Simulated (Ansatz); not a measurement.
# C2H6Cl2Zr: the cost of one run

Program: Ansatz 0.2.0, Gaussian basis. Level of theory: the settings change from run to run. These are calculated values, not measurements.

## (1) The molecule

The geometry comes from an earlier relaxation with PBE0-D4 in a triple-zeta def2 set; it is a stationary point, not always the lowest conformer. Zr takes a core potential in def2 sets; no spin-orbit term is included.

SMILES `[CH3][Zr]([CH3])([Cl])[Cl]`, 11 atoms, charge 0, spin multiplicity 1.

Atoms are counted from 1 here; the program's logs count them from 0.

Bond lengths: C1–Zr2 2.190 Å, C1–H6 1.097 Å, C1–H7 1.097 Å, C1–H8 1.096 Å, Zr2–C3 2.190 Å, Zr2–Cl4 2.343 Å, Zr2–Cl5 2.343 Å, C3–H9 1.096 Å, C3–H10 1.097 Å, C3–H11 1.097 Å. Angles: Zr2–C1–H6 110.4°, Zr2–C1–H7 110.3°, Zr2–C1–H8 111.9°, H6–C1–H7 108.2°, H6–C1–H8 108.0°, H7–C1–H8 108.0°, C1–Zr2–C3 104.3°, C1–Zr2–Cl4 108.6°, C1–Zr2–Cl5 108.6°, C3–Zr2–Cl4 108.6°, C3–Zr2–Cl5 108.6°, Cl4–Zr2–Cl5 117.5°, Zr2–C3–H9 111.9°, Zr2–C3–H10 110.3°, Zr2–C3–H11 110.4°, H9–C3–H10 108.0°, H9–C3–H11 108.0°, H10–C3–H11 108.2°.

## (2) wB97/def2-TZVPP

Options: charge +1, multiplicity 2, atoms shaken by 0.08 Å, a grid of angular degree 47, relativity set to none, the search for lower states set to full.

in.yaml reads:

```yaml
crystal:
  periodic: [false, false, false]
  atoms:
    - {symbol: C, position_ang: [-1.062754, 0.410367, 1.372591]}
    - {symbol: Zr, position_ang: [-0.443770, 0.347101, -0.724700]}
    - {symbol: C, position_ang: [1.489602, -0.889537, -0.684392]}
    - {symbol: Cl, position_ang: [-2.100957, -0.722401, -1.808632]}
    - {symbol: Cl, position_ang: [0.113809, 2.414122, -1.537178]}
    - {symbol: H, position_ang: [-0.200386, 0.901511, 1.913945]}
    - {symbol: H, position_ang: [-1.205737, -0.556216, 1.815016]}
    - {symbol: H, position_ang: [-1.919162, 1.085774, 1.522495]}
    - {symbol: H, position_ang: [1.896851, -0.983982, -1.746371]}
    - {symbol: H, position_ang: [2.246297, -0.187466, 0.054958]}
    - {symbol: H, position_ang: [1.143077, -1.848206, -0.115002]}
basis:
  gaussian: {orbitals: def2-TZVPP, final_grid: {core_spheres: 20, valence_spheres: 16, degree: 47}}
total_charge: 1
magnetization: {spin_polarized: true, initial_magnetization: 1}
hamiltonian: {xc: {name: wB97}, pseudopotentials: {relativity: none}}
scf: {lower_state_search: full}
```

On the command line:

```
$ ansatz run in.yaml --threads 4 --pin off --events-out ev --progress --plain --max-ram 11315MiB
```

Q: Estimate wall time and peak memory on 4 threads of Arm Neoverse V2, shared host.

About 53 s, with a peak of 1.4 GiB.
